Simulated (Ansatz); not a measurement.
# In2Ag: the cost of one run

Computed with Ansatz 0.2.0 (DFT r2SCAN, scalar-relativistic, plane waves, PAW, unless a step's input says otherwise).

The COD entry's cell or inner coordinates are ideal or old and differ from later refinements, so a difference from it is no clean test against experiment.

1 further run of the same task is left out (set aside as unsound or not needed).

## (1) The system as given

Symmetry: I4/mcm, No. 140, tetragonal system. The conventional cell has a = 6.853 Å, b = 6.853 Å, c = 5.735 Å, α = 90.00°, β = 90.00°, γ = 90.00°. In (site symmetry m2m) has 4 Ag at 2.96 Å and 1 In at 3.01 Å in its first shell of neighbours. Around Ag (site symmetry 422) lie 2 Ag at 2.87 Å and 8 In at 2.96 Å.

Coordinates:

```cif
data_structure
_symmetry_space_group_name_H-M 'I4/mcm'
_symmetry_Int_Tables_number 140
_cell_length_a 6.8532
_cell_length_b 6.8532
_cell_length_c 5.7352
_cell_angle_alpha 90.000
_cell_angle_beta 90.000
_cell_angle_gamma 90.000
_cell_volume 269.36
loop_
_atom_site_label
_atom_site_type_symbol
_atom_site_symmetry_multiplicity
_atom_site_Wyckoff_symbol
_atom_site_fract_x
_atom_site_fract_y
_atom_site_fract_z
_atom_site_occupancy
In1 In 8 h 0.65519 0.15519 0.00000 1
Ag1 Ag 4 a 0.00000 0.00000 0.75000 1
```

It is the result of an earlier relaxation at this level (volume 22.45 Å³/atom; gap on the mesh: none (metal)).

## (2) Relaxing at -1 GPa

File input.yaml:

```yaml
crystal:
  lattice:
    - [-3.4377840552, 3.4377840552, 2.8769543316]
    - [3.4377840552, -3.4377840552, 2.8769543316]
    - [3.4377840552, 3.4377840552, -2.8769543316]
  atoms:
    - { symbol: In, position: [0.1551883149, 0.6551883149, 0.8103766298] }
    - { symbol: In, position: [0.6551883149, 0.8448116851, 0.5] }
    - { symbol: In, position: [0.8448116851, 0.3448116851, 0.1896233702] }
    - { symbol: In, position: [0.3448116851, 0.1551883149, 0.5] }
    - { symbol: Ag, position: [0.75, 0.75, 0.0] }
    - { symbol: Ag, position: [0.25, 0.25, 0.0] }
basis:
  ecutwfc: 500
kpoints:
  mp_grid: { grid: [8, 8, 8] }
hamiltonian:
  xc: r2scan
scf:
  occupations: { method: gaussian, width: 0.1 }
output:
  forces: true
  stress: true
  eigenvalues: true
  write_density: true
  write_potential: true
  elf: true
  volumetric_format: npy
relax:
  adjacent_minimum: "off"
  f_tol: 0.008
  max_steps: 50
  cell: { stress_tol: 0.08, p_target: -1.0 }
```

The run is started by

```sh
$ ansatz run input.yaml --threads 1 --pin off --max-ram 2560MiB --backend cpu --events-out ev --progress --plain --runs-dir out
```

What time and memory should one allow on 1 thread of Arm Neoverse V2, shared host?

About 3 min, with a peak of 1 GiB.
